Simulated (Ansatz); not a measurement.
# BCl2H3O: the cost of one run

Method: UKS PBE-D4/def2-SVP, in Ansatz 0.2.0.

## Step 1: The starting structure

Bond lengths: B1–O2 1.749 Å, B1–Cl3 1.743 Å, B1–Cl4 1.723 Å, O2–H7 0.961 Å. Angles: B1–O2–H7 112.8°, O2–B1–Cl3 110.7°, O2–B1–Cl4 111.0°, Cl3–B1–Cl4 122.3°.

Structure file:

```xyz
7

B    -0.5790   -0.2070   -0.0951
O     0.8822    0.7423   -0.2477
Cl   -0.3257   -1.8284   -0.6811
Cl   -1.9662    0.7196   -0.5246
H     0.5973    0.3639    0.9423
H    -0.1751   -0.0859    1.3601
H     1.5665    0.2954   -0.7538
```

## Step 2: Pulling towards end A

Springs on the bonds that form and break draw the guess towards this end; the thresholds are loose.

input.yaml

```yaml
crystal:
  periodic: [false, false, false]
  atoms:
    - { symbol: B, position_ang: [-0.579, -0.207, -0.0951] }
    - { symbol: O, position_ang: [0.8822, 0.7423, -0.2477] }
    - { symbol: Cl, position_ang: [-0.3257, -1.8284, -0.6811] }
    - { symbol: Cl, position_ang: [-1.9662, 0.7196, -0.5246] }
    - { symbol: H, position_ang: [0.5973, 0.3639, 0.9423] }
    - { symbol: H, position_ang: [-0.1751, -0.0859, 1.3601] }
    - { symbol: H, position_ang: [1.5665, 0.2954, -0.7538] }
magnetization:
  spin_polarized: true
basis:
  gaussian: { orbitals: def2-SVP }
hamiltonian:
  xc: pbe
  dispersion: d4
relax:
  f_tol: 0.15
  max_steps: 25
  restrain:
    - { distance: [0, 5], at: 2.45, k: 30.0 }
    - { distance: [4, 1], at: 2.27, k: 30.0 }
    - { distance: [0, 1], at: 1.5, k: 30.0 }
    - { distance: [4, 5], at: 0.62, k: 30.0 }
```

Started as:

```
$ ansatz run input.yaml --threads 2 --pin off --max-ram 3072MiB --backend cpu --events-out ev --progress --plain --runs-dir out
```

**Question.** How long does this run take on 2 threads of Intel Xeon Platinum 8259CL at 2.50GHz (Skylake/Cascade Lake), shared host, and how much memory does it need?

About 19 s, with a peak of 0.19 GiB.
